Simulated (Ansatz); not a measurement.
# C6H18InN3: basis-set convergence

One table from this session's results is given with a row withheld; the runs are named, their logs left out.

The runs use Ansatz 0.2.0, Gaussian basis; one geometry, several basis sets.

Levels to be run: PBE0-D4/def2-SVP; ωB97M-V/def2-SVP; PBE0-D4/def2-QZVPP; ωB97M-V/def2-QZVPP; the functionals' def2-TZVPP values are taken from earlier runs.

## The geometry

All runs share one geometry, relaxed beforehand with PBE0-D4 in a triple-zeta def2 set. In takes the def2 core potential; no spin-orbit term is included.

SMILES `C[N](C)[In]([N](C)C)[N](C)C`, 28 atoms, charge 0, spin multiplicity 1.

Atoms are counted from 1 here; the program's logs count them from 0.

Bond lengths: C1–N2 1.438 Å, C1–H11 1.101 Å, C1–H12 1.093 Å, C1–H13 1.103 Å, N2–C3 1.438 Å, N2–In4 2.019 Å, C3–H14 1.102 Å, C3–H15 1.093 Å, C3–H16 1.103 Å, In4–N5 2.019 Å, In4–N8 2.019 Å, N5–C6 1.438 Å, N5–C7 1.438 Å, C6–H17 1.103 Å, C6–H18 1.101 Å, C6–H19 1.093 Å, C7–H20 1.102 Å, C7–H21 1.103 Å and more. Angles: N2–C1–H11 110.9°, N2–C1–H12 111.2°, N2–C1–H13 112.9°, H11–C1–H12 107.1°, H11–C1–H13 106.7°, H12–C1–H13 107.7°, C1–N2–C3 112.6°, C1–N2–In4 122.4°, C3–N2–In4 123.0°, N2–C3–H14 111.2°, N2–C3–H15 111.4°, N2–C3–H16 112.6°, H14–C3–H15 107.4°, H14–C3–H16 106.7°, H15–C3–H16 107.3°, N2–In4–N5 119.7°, N2–In4–N8 119.6°, N5–In4–N8 119.7° and more.

As a file:

```csv
atom,x (Å),y (Å),z (Å)
C1,2.15924,-1.52808,1.50329
N2,1.28553,-0.38643,1.50781
C3,1.67389,0.60357,2.47520
In4,-0.00734,-0.00792,0.00439
N5,-1.55953,1.24568,0.31179
C6,-1.87678,1.77397,1.61065
C7,-2.20787,1.96452,-0.75107
N8,0.05475,-1.13040,-1.67221
C9,-1.04274,-1.19334,-2.59869
C10,1.27818,-1.64070,-2.22852
H11,2.19112,-2.00182,2.49716
H12,1.81526,-2.28695,0.79657
H13,3.20002,-1.27185,1.24106
H14,1.66015,0.18955,3.49600
H15,0.99681,1.46085,2.46150
H16,2.69339,0.98771,2.30244
H17,-1.55171,2.82041,1.74049
H18,-2.96395,1.75657,1.78623
H19,-1.41386,1.18105,2.40299
H20,-3.30393,1.92145,-0.64961
H21,-1.93279,3.03254,-0.76992
H22,-1.95377,1.54607,-1.72772
H23,-0.87320,-0.59048,-3.50721
H24,-1.21478,-2.22843,-2.93364
H25,-1.97048,-0.84652,-2.13751
H26,1.17195,-2.69721,-2.52199
H27,2.09776,-1.58270,-1.50846
H28,1.59465,-1.09108,-3.13102
```

The first run:

The input, in.yaml:

```yaml
crystal:
  periodic: [false, false, false]
  atoms:
    - {symbol: C, position_ang: [2.159244, -1.528079, 1.503294]}
    - {symbol: N, position_ang: [1.285530, -0.386431, 1.507809]}
    - {symbol: C, position_ang: [1.673894, 0.603567, 2.475199]}
    - {symbol: In, position_ang: [-0.007340, -0.007922, 0.004394]}
    - {symbol: N, position_ang: [-1.559535, 1.245677, 0.311793]}
    - {symbol: C, position_ang: [-1.876778, 1.773967, 1.610645]}
    - {symbol: C, position_ang: [-2.207868, 1.964523, -0.751067]}
    - {symbol: N, position_ang: [0.054755, -1.130399, -1.672207]}
    - {symbol: C, position_ang: [-1.042743, -1.193339, -2.598686]}
    - {symbol: C, position_ang: [1.278184, -1.640702, -2.228523]}
    - {symbol: H, position_ang: [2.191124, -2.001820, 2.497158]}
    - {symbol: H, position_ang: [1.815260, -2.286953, 0.796566]}
    - {symbol: H, position_ang: [3.200023, -1.271851, 1.241057]}
    - {symbol: H, position_ang: [1.660152, 0.189548, 3.495997]}
    - {symbol: H, position_ang: [0.996811, 1.460848, 2.461501]}
    - {symbol: H, position_ang: [2.693387, 0.987710, 2.302442]}
    - {symbol: H, position_ang: [-1.551706, 2.820413, 1.740485]}
    - {symbol: H, position_ang: [-2.963950, 1.756567, 1.786227]}
    - {symbol: H, position_ang: [-1.413858, 1.181049, 2.402990]}
    - {symbol: H, position_ang: [-3.303927, 1.921449, -0.649606]}
    - {symbol: H, position_ang: [-1.932789, 3.032540, -0.769925]}
    - {symbol: H, position_ang: [-1.953774, 1.546068, -1.727725]}
    - {symbol: H, position_ang: [-0.873201, -0.590479, -3.507215]}
    - {symbol: H, position_ang: [-1.214778, -2.228426, -2.933641]}
    - {symbol: H, position_ang: [-1.970482, -0.846523, -2.137509]}
    - {symbol: H, position_ang: [1.171949, -2.697207, -2.521990]}
    - {symbol: H, position_ang: [2.097756, -1.582702, -1.508461]}
    - {symbol: H, position_ang: [1.594649, -1.091083, -3.131023]}
basis:
  gaussian: {orbitals: def2-SVP}
hamiltonian: {xc: pbe0, dispersion: d4}
output: {orbitals: {seedname: orbitals}}
```

Launch:

```bash
$ ansatz run in.yaml --threads 4 --pin off --events-out ev --progress --plain --max-ram 63488MiB --backend cpu
```

Among the steps run: PBE0-D4 in def2-SVP; ωB97M-V in def2-SVP; PBE0-D4 in def2-QZVPP; ωB97M-V in def2-QZVPP.

One table of the session follows, with a row left open; its other results are not shown here.

```
functional       basis  HOMO (eV)
   PBE0-D4    def2-SVP      -5.51
   PBE0-D4  def2-TZVPP          ?
   PBE0-D4  def2-QZVPP      -5.66
   ωB97M-V    def2-SVP      -7.79
   ωB97M-V  def2-TZVPP      -7.92
   ωB97M-V  def2-QZVPP      -7.94
```

Estimate the missing values for PBE0-D4, def2-TZVPP.

**Answer.** HOMO (eV): -5.63. In the column «HOMO (eV)» it lies between PBE0-D4, def2-QZVPP (-5.66) and PBE0-D4, def2-SVP (-5.51).
